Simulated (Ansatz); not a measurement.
# CH3FIIn: up Jacob's ladder to CCSD(T)

Aim: compute CH3FIIn with functionals from several rungs and with coupled cluster, and see how far each lands from CCSD(T) at the basis-set limit for the atomisation energy.

Computed with Ansatz 0.2.0, Gaussian basis. Level: functionals in def2-TZVPP, the program's frozen cores in correlated methods.

Levels to be run: LDA (SPW92), PBE-D4, revPBE-D4, BLYP-D4, r2SCAN-D4, B97M-V, PBE0-D4, B3LYP-D4, r2SCANh-D4, r2SCAN0-D4, HSE06-D4, BHLYP-D4, CAM-B3LYP-D4, LC-ωPBE, ωB97X-V, ωB97M-V, B2PLYP, PBE-QIDH; CCSD(T)/def2-SVP; CCSD(T)/def2-TZVPP; MP2/def2-QZVPP; extrapolation to the limit; RPA on PBE.

### Step 1. The geometry

An earlier PBE0-D4 in a triple-zeta def2 set relaxation fixed the geometry. In, I take the def2 core potential; no spin-orbit term is included.

SMILES `[CH3][In]([F])[I]`, 7 atoms, charge 0, spin multiplicity 1.

Atoms are counted from 1 here; the program's logs count them from 0.

Bond lengths: C1–In2 2.128 Å, C1–H5 1.089 Å, C1–H6 1.089 Å, C1–H7 1.089 Å, In2–F3 1.952 Å, In2–I4 2.642 Å. Angles: In2–C1–H5 109.1°, In2–C1–H6 109.1°, In2–C1–H7 108.8°, H5–C1–H6 109.2°, H5–C1–H7 110.3°, H6–C1–H7 110.3°, C1–In2–F3 118.6°, C1–In2–I4 131.1°, F3–In2–I4 110.3°.

Geometry (Å):

```mol
CH3FIIn
  3D, bonds by distance, orders not assigned

  7  6  0  0  0  0  0  0  0  0999 V2000
   -0.3048    1.0231    0.4075 C   0  0
    0.3365   -0.8614   -0.3448 In  0  0
    2.2516   -1.1944   -0.5227 F   0  0
   -1.0376   -2.9746   -1.1367 I   0  0
   -0.9262    1.5125   -0.3418 H   0  0
   -0.8913    0.8645    1.3118 H   0  0
    0.5717    1.6303    0.6268 H   0  0
  1  2  8  0
  2  3  8  0
  2  4  8  0
  1  5  8  0
  1  6  8  0
  1  7  8  0
M  END
```

### Step 2. LDA

This LDA is Slater exchange with PW92 correlation.

Input file in.yaml:

```yaml
crystal:
  periodic: [false, false, false]
  atoms:
    - {symbol: C, position_ang: [-0.304814, 1.023128, 0.407473]}
    - {symbol: In, position_ang: [0.336496, -0.861351, -0.344847]}
    - {symbol: F, position_ang: [2.251646, -1.194396, -0.522698]}
    - {symbol: I, position_ang: [-1.037650, -2.974623, -1.136732]}
    - {symbol: H, position_ang: [-0.926167, 1.512491, -0.341777]}
    - {symbol: H, position_ang: [-0.891258, 0.864490, 1.311803]}
    - {symbol: H, position_ang: [0.571746, 1.630251, 0.626778]}
basis:
  gaussian: {orbitals: def2-TZVPP}
hamiltonian: {xc: lda}
output: {orbitals: {seedname: orbitals}}
```

Further steps of the session: PBE-D4 (GGA); revPBE-D4 (GGA); BLYP-D4 (GGA); r2SCAN-D4 (meta-GGA); B97M-V (meta-GGA); PBE0-D4 (hybrid); B3LYP-D4 (hybrid); r2SCANh-D4 (hybrid); r2SCAN0-D4 (hybrid); HSE06-D4 (hybrid); BHLYP-D4 (hybrid); CAM-B3LYP-D4 (range-separated); LC-ωPBE (range-separated); ωB97X-V (range-separated); ωB97M-V (range-separated); B2PLYP (double hybrid); PBE-QIDH (double hybrid); CCSD(T) in def2-SVP; CCSD(T) in def2-TZVPP; MP2 in def2-QZVPP; RPA on PBE orbitals.

Q: Predict the results of all the runs planned. Wanted: atomisation energy, CCSD(T)/CBS; farthest beyond LDA; mean size of error, GGA; mean size of error, meta-GGA; mean size of error, hybrid; mean size of error, range-separated; mean size of error, double hybrid; gap, smallest and largest; T1 diagnostic.

The runs gave:

| quantity | value |
| --- | --- |
| atomisation energy, CCSD(T)/CBS | 22.976 eV |
| functionals within 0.230 eV (1.0 %) | PBE-D4, r2SCAN-D4, ωB97X-V |
| farthest beyond LDA | BHLYP-D4 (-1.143 eV) |
| mean size of error, GGA | 0.430 eV |
| mean size of error, meta-GGA | 0.250 eV |
| mean size of error, hybrid | 0.558 eV |
| mean size of error, range-separated | 0.294 eV |
| mean size of error, double hybrid | 0.499 eV |
| gap, smallest and largest | 3.80 eV (BLYP-D4), 10.67 eV (LC-ωPBE) |
| T1 diagnostic | 0.0127 |
| triples share of the correlation energy | 2.8 % |

**Reading.** LDA overbinds by 3.013 eV (13 %). PBE-D4 misses by +0.064 eV. Double hybrids carry the basis error of their MP2 part in triple zeta, and no dispersion term here, so their miss is partly the set-up's. By mean error the best rung here is meta-GGA (0.250 eV) and the worst beyond LDA is hybrid (0.558 eV). The gap between the best rungs is small, so their order is not settled. The mean of the hybrids holds BHLYP, with half exact exchange. The reference freezes the cores and leaves out spin-orbit coupling and excitations past (T), and its outer-core shells are covered unevenly, so misses under about 0.230 eV can't be ranked. All levels share the lack of spin-orbit coupling, which lowers the free heavy atoms and so the true binding. Hartree-Fock recovers 72 % of the binding; the rest is correlation. CCSD(T) in def2-SVP is off by -1.619 eV, more than most functionals: a good method in a small basis is no reference. Orbital gaps span 3.8 to 10.7 eV; exact exchange widens them. Correlated methods include outer-core shells of I, In, which these sets cover unevenly.
